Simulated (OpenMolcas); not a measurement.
# One shape, several levels: doublet CH3BCl2O+

Aim: a comparison of 6 runs (UHF/3-21G, UHF/def2-SVP, UB3LYP/6-31G*, UB3LYP/def2-SVP, UM06-L/def2-SVP, ROMP2/def2-SVP) of doublet CH3BCl2O+. 

The calculation is run with OpenMolcas 26.06.

1 further run of the same task is left out (set aside as unsound or not needed).

**1. The structure to begin with**

CH3BCl2O+: 8 atoms, total charge +1, spin state doublet. SMILES of the parent species: `COB(Cl)Cl`. Geometry: relaxed at PBE0-D4/def2-TZVP. That shape belongs to the parent species and isn't relaxed for this state.

Bond lengths: C1–O2 1.417 Å, O2–B3 1.331 Å, B3–Cl4 1.752 Å, B3–Cl5 1.763 Å, C1–H6 1.090 Å, C1–H7 1.091 Å, C1–H8 1.091 Å. Angles: C1–O2–B3 126.0°, O2–B3–Cl4 118.1°, O2–B3–Cl5 123.2°, Cl4–B3–Cl5 118.7°, O2–C1–H6 107.8°, O2–C1–H7 111.7°, O2–C1–H8 108.7°, H6–C1–H7 109.9°, H6–C1–H8 109.2°, H7–C1–H8 109.6°.

**2. A single-point energy at UHF/3-21G (run 1)**

mol.input reads:

```
* CH3BCl2O Hartree-Fock

&GATEWAY
 BasLib
 $CurrDir
 BasisSet
 C.3-21G....
 C1 -0.173000 -0.644100 0.940400 angstrom
 End of Basis
 BasisSet
 O.3-21G....
 O2 0.000100 -0.547100 -0.462300 angstrom
 End of Basis
 BasisSet
 B.3-21G....
 B3 0.213000 0.573500 -1.147500 angstrom
 End of Basis
 BasisSet
 Cl.3-21G....
 Cl4 0.382900 0.455700 -2.887600 angstrom
 Cl5 0.331800 2.160700 -0.389600 angstrom
 End of Basis
 BasisSet
 H.3-21G....
 H6 0.452100 -1.462400 1.297300 angstrom
 H7 0.104200 0.282000 1.445200 angstrom
 H8 -1.218800 -0.875400 1.148200 angstrom
 End of Basis

&SEWARD

&SCF
 UHF
 Charge
 1
 Spin
 2
 Thresholds
 1e-10 1e-07 1e-07 1e-05
 PrOrbitals
 1 2
```

The basis set 3-21G is read from a file made from the Basis Set Exchange's data (not shown).

Run with:

```bash
export MOLCAS_MEM=1860
pymolcas mol.input > mol.log
```

The log of the run:

```text
--- Start Module: gateway ---
[...]
--- Stop Module: gateway /rc=_RC_ALL_IS_WELL_ ---
--- Start Module: seward ---
[...]
      Basis functions           59
--- Stop Module: seward /rc=_RC_ALL_IS_WELL_ ---
--- Start Module: scf ---
[...]
       Convergence after  31 Iterations
[...]
::    Total SCF energy                              -1052.6976505220
[...]
      Total spin, S                                     0.5016575657
[...]
      Total electronic charge=   55.000000
      Total            charge=    1.000000
[...]
      Dipole Moment (debye):
      Origin of the operator (angstrom)=    0.2197    0.7078   -1.0666
                   X= -8.9336E-02               Y= -1.9130E+00               Z= -1.6121E+00           Total=  2.5033E+00
      Center of Charge (angstrom)
[...]
--- Stop Module: scf /rc=_RC_ALL_IS_WELL_ ---
[...]
```

Wall time 3.6 s (1 thread of Intel Xeon 6975P-C (Granite Rapids), shared host); peak memory 0.39 GiB.

**3. The energy at UHF/def2-SVP (run 2)**

run.input reads:

```
>>> EXPORT MOLCAS_PRINT=2
&GATEWAY
BasLib
$CurrDir
Coord
8
bohr
C     -0.32692262    -1.21717260     1.77709845
O      0.00018897    -1.03386916    -0.87362039
B      0.40251166     1.08375793    -2.16846073
Cl     0.72357613     0.86114819    -5.45677316
Cl     0.62701113     4.08313124    -0.73623730
H      0.85434518    -2.76353548     2.45154170
H      0.19690946     0.53290277     2.73103220
H     -2.30319820    -1.65426625     2.16978354
Basis
def2-SVP
Group
NoSym
&SEWARD
&SCF
UHF
Charge
1
Spin
2
Thresholds
1e-10 1e-07 1e-07 1e-05
PrOrbitals
1 2
```

The basis set def2-SVP is read from a file made from the Basis Set Exchange's data (not shown).

Run with:

```bash
export MOLCAS_MEM=1860
pymolcas run.input > run.log
```

The log of the run:

```text
--- Start Module: gateway ---
[...]
--- Stop Module: gateway /rc=_RC_ALL_IS_WELL_ ---
--- Start Module: seward ---
[...]
      Basis functions           93
--- Stop Module: seward /rc=_RC_ALL_IS_WELL_ ---
[...]
--- Start Module: scf ---
[...]
       Convergence after  33 Iterations
[...]
::    Total SCF energy                              -1057.5033753190
[...]
      Total spin, S                                     0.5041040271
[...]
      Total electronic charge=   55.000000
      Total            charge=    1.000000
[...]
      Dipole Moment (debye):
      Origin of the operator (angstrom)=    0.2197    0.7078   -1.0666
                   X=  5.5214E-02               Y= -1.4144E+00               Z= -2.4081E+00           Total=  2.7933E+00
      Center of Charge (angstrom)
[...]
--- Stop Module: scf /rc=_RC_ALL_IS_WELL_ ---
[...]
```

Run time: 12 s. Hardware: 1 thread of Intel Xeon 6975P-C (Granite Rapids), shared host; peak memory 0.51 GiB.

Runs 3 to 5 aren't shown in full; the table further down has their settings and results.

**4. A single-point energy at ROMP2/def2-SVP (run 6)**

geom.xyz reads:

```xyz
8

C     -0.173000    -0.644100     0.940400
O      0.000100    -0.547100    -0.462300
B      0.213000     0.573500    -1.147500
Cl     0.382900     0.455700    -2.887600
Cl     0.331800     2.160700    -0.389600
H      0.452100    -1.462400     1.297300
H      0.104200     0.282000     1.445200
H     -1.218800    -0.875400     1.148200
```

run.input reads:

```
* CH3BCl2O ROMP2
&GATEWAY
BasLib=$CurrDir
Coord=geom.xyz
Basis=def2-SVP
Group=NoSym
&SEWARD
&SCF
UHF
Charge=1
Spin=2
Thresholds=1e-10 1e-07 1e-07 1e-05
PrOrbitals=1 2
&RASSCF
FileOrb=$Project.UnaOrb
Spin=2
Nactel=1 0 0
Inactive=27
Ras2=1
OutOrbitals=Canonical
OrbListing=Nothing
&CASPT2
IPEA=0.0
Frozen=13
```

The basis set def2-SVP is read from a file made from the Basis Set Exchange's data (not shown).

Run with:

```bash
export MOLCAS_MEM=1860
pymolcas run.input > run.log
```

The log of the run:

```text
--- Start Module: gateway ---
[...]
--- Stop Module: gateway /rc=_RC_ALL_IS_WELL_ ---
[...]
      Basis functions           93
[...]
       Convergence after  33 Iterations
[...]
::    Total SCF energy                              -1057.5033753187
[...]
      Total spin, S                                     0.5041040271
[...]
--- Start Module: rasscf ---
[...]
      Number of active orbitals                  1
[...]
      Spin quantum number                      0.5
[...]
      Active orbitals                            1
[...]
      Number of CSFs                             1
[...]
      Number of root(s) required                 1
[...]
      Convergence after 13 iterations
[...]
      printout of CI-coefficients larger than  0.05 for root  1
      energy=   -1057.498788
      conf/sym  1     Coeff  Weight
             1  u   1.00000 1.00000
      Natural orbitals and occupation numbers for root  1
      sym 1:   1.000000
      ************************************************************************************************************************
      *                                                    Final results                                                     *
[...]
::    RASSCF root number  1 Total energy:  -1057.49878844
[...]
      Total electronic charge=   55.000000
      Total            charge=    1.000000
[...]
      Dipole Moment (debye):
      Origin of the operator (angstrom)=    0.2197    0.7078   -1.0666
                   X=  5.5689E-02               Y= -1.4304E+00               Z= -2.4313E+00           Total=  2.8214E+00
      Center of Charge (angstrom)
[...]
--- Stop Module: rasscf /rc=_RC_ALL_IS_WELL_ ---
[...]
--- Start Module: caspt2 ---
[...]
 ###    WARNING: User changed nr of frozen orbitals.                         ###
 ###############################################################################
[...]
      E2 (Variational):          -0.6600150276
      Total energy:           -1058.1588034665
[...]
      Reference weight:           0.81952
[...]
::    CASPT2 Root  1     Total energy:  -1058.15880347
[...]
--- Stop Module: caspt2 /rc=_RC_ALL_IS_WELL_ ---
[...]
```

It took 19 s on 1 thread of Intel Xeon 6975P-C (Granite Rapids), shared host; peak memory 0.51 GiB.

**5. All runs side by side**

```csv
run,level,Cartesian functions,integration grid,energy (Eh),HOMO energy (eV),LUMO energy (eV),⟨S²⟩,wall time
1,UHF/3-21G,no,–,-1052.697651,-18.11,-9.76,0.753,3.6 s
2,UHF/def2-SVP,no,–,-1057.503375,-17.91,-9.44,0.758,12 s
3,UB3LYP/6-31G* (Cartesian functions),yes,UltraFine,-1060.105267,-14.58,-13.36,0.756,60 s
4,UB3LYP/def2-SVP,no,UltraFine,-1059.751728,-14.58,-13.36,0.755,65 s
5,UM06-L/def2-SVP,no,UltraFine,-1059.716217,-13.98,-13.93,0.754,1.7 min
6,ROMP2/def2-SVP,no,–,-1058.158803,–,–,–,19 s
```

**6. Summary of results**

| quantity | value |
| --- | --- |
| run 6: total energy | -1058.15880 Eh |

Totals of different functionals can't be ranked against each other. All runs together took 4.4 min, the longest 1.7 min.
